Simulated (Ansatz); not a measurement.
# Fe2C3: the cost of one run

Method: DFT PBE, scalar-relativistic, plane waves, PAW, in Ansatz 0.2.0.

## (1) The structure to begin with

The structure is trigonal, space group P-3m1 (No. 164). Conventional cell: a = 3.184 Å, b = 3.184 Å, c = 4.954 Å, α = 90.00°, β = 90.00°, γ = 120.00°. Around Fe (site symmetry 3m) lie 7 C at 1.92 to 2.20 Å. C (site symmetry -3m) has 6 Fe at 2.20 Å as nearest neighbours. C (site symmetry 3m) has 4 Fe at 1.92 to 1.98 Å as nearest neighbours.

As a file:

```cif
data_structure
_symmetry_space_group_name_H-M 'P 1'
_symmetry_Int_Tables_number 1
_cell_length_a 3.1840
_cell_length_b 3.1840
_cell_length_c 4.9538
_cell_angle_alpha 90.000
_cell_angle_beta 90.000
_cell_angle_gamma 120.000
_cell_volume 43.49
loop_
_atom_site_label
_atom_site_type_symbol
_atom_site_fract_x
_atom_site_fract_y
_atom_site_fract_z
_atom_site_occupancy
Fe1 Fe 0.33333 0.66667 0.24500 1
Fe2 Fe 0.66667 0.33333 0.75500 1
C1 C 0.00000 0.00000 0.00000 1
C2 C 0.33333 0.66667 0.64500 1
C3 C 0.66667 0.33333 0.35500 1
```

(A quick probe on a coarse mesh, which set the mesh and smearing, is not shown.)

## (3) Coarse relaxation

The input, input.yaml:

```yaml
crystal:
  lattice:
    - [3.1840115546, 0.0, 0.0]
    - [-1.5920057773, 2.7574348923, 0.0]
    - [0.0, 0.0, 4.9538047792]
  atoms:
    - { symbol: Fe, position: [0.3333333333, 0.6666666667, 0.245], spin: 0.29 }
    - { symbol: Fe, position: [0.6666666667, 0.3333333333, 0.755], spin: 0.29 }
    - { symbol: C, position: [0.0, 0.0, 0.0] }
    - { symbol: C, position: [0.3333333333, 0.6666666667, 0.645] }
    - { symbol: C, position: [0.6666666667, 0.3333333333, 0.355] }
basis:
  ecutwfc: 420
kpoints:
  mp_grid: { grid: [6, 6, 4] }
hamiltonian:
  xc: pbe
scf:
  occupations: { method: gaussian, width: 0.1 }
  lower_state_search: "off"
output:
  forces: true
  stress: true
  eigenvalues: true
  populations: true
magnetization:
  spin_polarized: true
relax:
  adjacent_minimum: "off"
  f_tol: 0.04
  max_steps: 70
  cell: { stress_tol: 0.4 }
```

On the command line:

```bash
$ ansatz run input.yaml --threads 1 --pin off --max-ram 2560MiB --backend cpu --events-out ev --progress --plain --runs-dir out
```

Q: Estimate wall time and peak memory on 1 thread of Arm Neoverse V1, shared host.

About 2.3 min, with a peak of 0.34 GiB.
